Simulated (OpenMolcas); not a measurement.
**Er²⁺ among point charges: CASSCF and CASPT2 levels and susceptibility**

How does a field of 6 point charges split the states of Er²⁺, and what χT follows?

Method: state-averaged CASSCF and CASPT2, spin-orbit coupling by RASSI with atomic mean-field integrals. Code: OpenMolcas 26.06.

**1. The atom as given**

| Item | Value |
| --- | --- |
| Species | Er²⁺ (erbium, Z = 68, 66 electrons) |
| Basis | ANO-RCC-VDZP [7s6p4d2f1g], 68 functions |
| Scalar Hamiltonian | DKH2, point nucleus |
| Inactive shells | 1s 2s 2p 3s 3p 3d 4s 4p 4d 5s 5p |
| Active space | 12 electrons in 7 orbitals (4f) |
| Some configurations of this space | 4f¹² |
| Orbitals | optimised for the highest spin of each parity, averaged over all roots |

Outer shells as boxes (Hund's rule):

4f12
```
4f [↑↓][↑↓][↑↓][↑↓][↑↓][↑ ][↑ ]
```

The ion sits among 6 point charges of -0.5 e arranged as an octahedron (Oh), 2.53 Å from the ion.

The work runs as a chain of OpenMolcas steps in one folder; each step below is one input file. Labels, J, g values, rates, χT and fits are worked out afterwards by a script from the matrices that RASSI stores. The input lists half of the charges; inversion (Group=XYZ) makes the rest.

**2. Basis and integrals**

a.inp

```
&GATEWAY
Coord
1

Er 0.0 0.0 0.0
Basis=ANO-RCC-VDZP
Group=XYZ
NoMove
AngMom=0.0 0.0 0.0
AMFI
XField
3 Angstrom 0
2.530000 0.000000 0.000000 -0.500000
0.000000 2.530000 0.000000 -0.500000
0.000000 0.000000 2.530000 -0.500000
&SEWARD
```

Run with:

```sh
$ OMP_NUM_THREADS=1 MOLCAS_MEM=2252 MOLCAS_PROJECT=a pymolcas a.inp > a.log
```

**3. CASSCF: triplets of even parity, 21 roots**

a.inp

```
&RASSCF
FileOrb=start.orb
Symmetry=1
Spin=3
nActEl=12 0 0
Inactive=15 12
Ras2=0 7
CIRoot=21 21 1
SDav=21
CIMx=300
Iter=120 100
PrWF=0.3
OrbListing=Nothing
MaxOrb=0
>>> COPY $Project.JobIph JOB001
```

start.orb holds the contracted functions of the basis, ordered by shell, or the orbitals of the step before.

**4. CASSCF: singlets of even parity, 28 roots**

a.inp

```
&RASSCF
FileOrb=start.orb
Symmetry=1
Spin=1
nActEl=12 0 0
Inactive=15 12
Ras2=0 7
CIRoot=28 28 1
SDav=28
CIMx=300
Iter=120 100
PrWF=0.3
OrbListing=Nothing
MaxOrb=0
CIOnly
>>> COPY $Project.JobIph JOB002
```

**5. RASSI: spin-orbit coupling between the states**

a.inp

```
&RASSI
NrOfJobIphs=2 21 27
1 2 3 4 5 6 7 8 9 10 11 12 13 14 15 16 17 18 19 20 21
1 2 3 4 5 6 7 8 9 10 11 12 13 14 15 16 17 18 19 20 21 22 23 24 25 26 27
IphNames
JOB001
JOB002
EJob
SpinOrbit
DIPRint=1.0
SOCoupling=1000.0
Subsets=2
Property=9
'ANGMOM' 1 'ANGMOM' 2 'ANGMOM' 3 'MLTPL  1' 1 'MLTPL  1' 2 'MLTPL  1' 3
'AMFI' 1 'AMFI' 2 'AMFI' 3
SOProperty=3
'ANGMOM' 1 'ANGMOM' 2 'ANGMOM' 3
```

**6. CASPT2: IPEA 0.25, imaginary shift 0.1 (closed shells correlated: 5s 5p)**

a.inp

```
>>> COPY JOB001 $Project.JobIph
&CASPT2
Multistate=21 1 2 3 4 5 6 7 8 9 10 11 12 13 14 15 16 17 18 19 20 21
NoMult
Frozen=14 9
IPEA=0.25
Imaginary=0.1
MaxIter=60
WThr=0.0 0.3 0.05
PrWF=0.5
NoMix
>>> COPY JOB002 $Project.JobIph
&CASPT2
Multistate=27 1 2 3 4 5 6 7 8 9 10 11 12 13 14 15 16 17 18 19 20 21 22
23 24 25 26 27
NoMult
Frozen=14 9
IPEA=0.25
Imaginary=0.1
MaxIter=60
WThr=0.0 0.3 0.05
PrWF=0.5
NoMix
```

(Steps that only read results are left out.)

Before running it: what results should come out? Wanted: spin-free ground state; first state of the same spin within the active space; lowest level; next level.

As calculated:

```
                                            quantity                                                                        value
                                              method  SS-CASPT2, IPEA 0.25, imaginary shift 0.1 (closed shells correlated: 5s 5p)
                              spin-free ground state                                              3T1, 3-fold in its orbital part
first state of the same spin within the active space                                                              3E at 52.7 cm⁻¹
                                        lowest level                                                                    1-fold A1
                                          next level                                                                    25.1 cm⁻¹
                                         χT at 300 K                                                               7.14 cm³ K/mol
                           effective moment at 300 K                                                                      7.56 μB
```

Cost by method:

| method | time of its own steps | time with the reference |
| --- | --- | --- |
| A. CASSCF | 8.1 s | 8.1 s |
| B. SS-CASPT2, IPEA 0.25, imaginary shift 0.1, +5s 5p | 9.3 s | 17 s |

Times are of one thread on a shared host.

What this shows: The spin-free ground state (3T1) comes to 100 % from free-ion H terms and keeps the highest spin of the shell. The singlets rest on orbitals optimised for another spin in at least one step, which raises them against the optimised states. Not all states of the active space went into the spin-orbit step. CASPT2 does not keep the components of a term degenerate, and the means are used. Point charges carry no covalency, so the field is a model and not that of real ligands.
